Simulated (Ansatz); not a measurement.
**Two structures of Cd: comparison of enthalpies under pressure, by script**

Computed with Ansatz 0.2.0 through its Python package. Level of theory: DFT LDA, plane waves, PAW.

### 1 The structure

Cd Fd-3m: It takes space group Fd-3m (No. 227, cubic). Conventional cell: a = 6.080 Å, b = 6.080 Å, c = 6.080 Å, α = 90.00°, β = 90.00°, γ = 90.00°. Around Cd (site symmetry -43m) lie 4 Cd at 2.63 Å.

Cd Fm-3m: The structure is cubic, space group Fm-3m (No. 225). Conventional cell: a = 4.420 Å, b = 4.420 Å, c = 4.420 Å, α = 90.00°, β = 90.00°, γ = 90.00°. Cd (site symmetry m-3m) is surrounded by 12 Cd at 3.13 Å.

The script holds or builds the structure itself.

### 2 The code

transition_cd.py reads:

```python
'''Pressure at which two phases of Cd cross.'''

import warnings

import ansatz as az
import numpy as np

params = {
    'kspacing': 0.33,
    'smearing': 'gaussian',
    'width_ev': 0.05,
}


def diamond(first, a):
    return az.Crystal.diamond(first, a=a)


def fcc(first, a):
    return (
        az.Lattice.fcc(a)
        .space_group(225)
        .atom(first, (0, 0, 0))
        .primitive()
    )


def ground_state(name, crystal, pressure=0.0):
    calc = (
        crystal.calculation()
        .functional(az.Functional.LDA)
        .basis(21 * az.Ha)
        .kpoints(spacing=params['kspacing'])
        .occupations(params['smearing'], width=params['width_ev'])
    )
    calc = calc.relax(force_tolerance=0.03, max_steps=60, cell=True, pressure=pressure)
    return calc.run(threads=1)


def volume_per_atom(outcome):
    return abs(np.linalg.det(outcome.lattice.cell_ang)) / len(outcome.lattice.sites)

warnings.simplefilter('ignore', az.DeckWarning)

phases = {}
phases['diamond'] = diamond('Cd', 6.08)
phases['fcc'] = fcc('Cd', 4.42)

# H = E + PV, with 1 eV per cubic angstrom equal to 160.2 GPa
pressures = [0, 15, 30, 45]
enthalpy, volume = {name: [] for name in phases}, {name: [] for name in phases}
for p in pressures:
    for name, crystal in phases.items():
        o = ground_state(name, crystal, pressure=p)
        volume[name].append(volume_per_atom(o))
        enthalpy[name].append(o.report['energy_sigma0_ev'] / len(o.lattice.sites) + p * volume[name][-1] / 160.21766)
gap = np.array(enthalpy['fcc']) - np.array(enthalpy['diamond'])
rows = [(p, va, vb, 1000 * d) for p, va, vb, d in zip(pressures, volume['diamond'], volume['fcc'], gap)]
print('| P (GPa) | V diamond (A^3/atom) | V fcc (A^3/atom) | H(fcc) - H(diamond) (meV/atom) |')
print('| --- | --- | --- | --- |')
for row in rows:
    print(f'| {row[0]:d} | {row[1]:.3f} | {row[2]:.3f} | {row[3]:+.1f} |')
crossings = [p0 - g0 * (p1 - p0) / (g1 - g0) for p0, p1, g0, g1 in zip(pressures, pressures[1:], gap, gap[1:]) if g0 * g1 < 0]
print('crossing near', [round(float(p), 1) for p in crossings], 'GPa') if crossings else print('no crossing in this range')
```

### 3 The run

On the command line:

```bash
> python transition_cd.py
```

Q: Estimate wall time and peak memory on 1 thread of Arm Neoverse V1, shared host.

About 52 s, with a peak of 0.39 GiB.
